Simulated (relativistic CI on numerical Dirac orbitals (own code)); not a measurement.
# Pd⁵⁺: M2,3 absorption multiplets

Wanted: the shape of the M2,3 absorption spectrum of Pd⁵⁺ in 4 surroundings, from the same atomic integrals.

Program: relativistic CI on numerical Dirac orbitals (own code) version 1. Level of theory: Dirac-Coulomb-Breit CI, KLI orbitals optimised for each configuration, model QED (radiative potential, 1s self-energy scaled to tabulated hydrogen-like ionisation energies), valence Slater integrals scaled by 0.8, multiplet model of core-to-valence dipole absorption in a parametric crystal field. These are calculated values, not measurements, unless marked.

## (1) The system

```
ion                                            : Pd⁵⁺ (Pd VI)
nuclear charge                                 : 46
electrons                                      : 41
configurations                                 : [Kr] 4d5 → [Ne] 3s2 3p5 3d10 4s2 4p6 4d6
magnetising field for the dichroism, Lz and Sz : exchange field 10 meV on Sz; these come from the lowest magnetised state alone (0 K)
temperature of the isotropic spectrum          : 300 K
widths                                         : Lorentz 2 eV, Gauss 0.4 eV
surrounding 1                                  : D4h, 10Dq = 49250, Ds = -190, Dt = 750 cm⁻¹
surrounding 2                                  : D4h, 10Dq = 68150, Ds = -1310, Dt = -180 cm⁻¹
surrounding 3                                  : Oh, 10Dq = 67900 cm⁻¹
surrounding 4                                  : Td, 10Dq = -20800 cm⁻¹
```

## (2) Surrounding 1: D4h, 10Dq = 49250, Ds = -190, Dt = 750

Input settings:

```ini
atom Pd  Z=46  charge=5  electrons=41
nucleus A=106  rms_radius_fm=4.5318
hamiltonian dirac-coulomb  breit=on  qed=on  c_scale=1
orbitals kli  potential=per-configuration
slater_scale 0.8
correlation none
mixing on
configurations
  [Kr] 4d5
  [Ne] 3s2 3p5 3d10 4s2 4p6 4d6
end
absorption M2,3 T=300 lorentz=2 gauss=0.4
crystal_field D4h 10Dq=49250 Ds=-190 Dt=750
```

## (3) Surrounding 2: D4h, 10Dq = 68150, Ds = -1310, Dt = -180

The settings differ from step 2 so:

```diff
@@ -12,2 +12,2 @@
 absorption M2,3 T=300 lorentz=2 gauss=0.4
-crystal_field D4h 10Dq=49250 Ds=-190 Dt=750
+crystal_field D4h 10Dq=68150 Ds=-1310 Dt=-180
```

## (4) Surrounding 3: Oh, 10Dq = 67900

The settings differ from step 3 so:

```diff
@@ -12,2 +12,2 @@
 absorption M2,3 T=300 lorentz=2 gauss=0.4
-crystal_field D4h 10Dq=68150 Ds=-1310 Dt=-180
+crystal_field Oh 10Dq=67900
```

## (5) Surrounding 4: Td, 10Dq = -20800

The settings differ from step 4 so:

```diff
@@ -12,2 +12,2 @@
 absorption M2,3 T=300 lorentz=2 gauss=0.4
-crystal_field Oh 10Dq=67900
+crystal_field Td 10Dq=-20800
```

(Steps that only read results are left out.)

Q: Predict the outcome of this session. Wanted: highest peak, first run; ground spin; share of the lower edge; core spin-orbit splitting.

**Answer**, as computed:

| surrounding | ground S | Lz (0 K) | Sz (0 K) | centroid (eV) | share of the lower edge | up to four highest peaks (% of the highest), eV |
| --- | --- | --- | --- | --- | --- | --- |
| 1: D4h | 0.52 | -1.05 | -0.43 | 549.35 | 0.806 | 540.0 (45), 544.5 (100), 572.8 (30) |
| 2: D4h | 0.51 | -1.00 | -0.40 | 550.84 | 0.791* | 538.8 (46), 546.5 (100), 574.8 (35) |
| 3: Oh | 0.51 | -0.76 | -0.18 | 550.50 | 0.803 | 538.8 (46), 546.2 (100), 574.5 (34) |
| 4: Td | 2.35 | -0.10 | -2.30 | 548.61 | 0.813 | 542.0 (86), 544.0 (100), 572.8 (27) |

* From the broadened curve, split at its minimum between the edges.

```
                                 quantity           value
                  highest peak, first run        544.5 eV
      ground spin (effective S from ⟨S²⟩)    0.51 to 2.35
                  share of the lower edge  0.791 to 0.813
core spin-orbit splitting (without Breit)        28.31 eV
```

The ground spin changes between the runs (2.35 to 0.51), and the line shape with it. The lower edge takes 0.81 of the intensity in surrounding 1, above the statistical 0.67. The position of the maximum differs by up to 2.5 eV between the surroundings, by shifts of peaks or by peaks exchanging rank. Edge positions are free-ion values and differ from those in solids by a few eV or more.
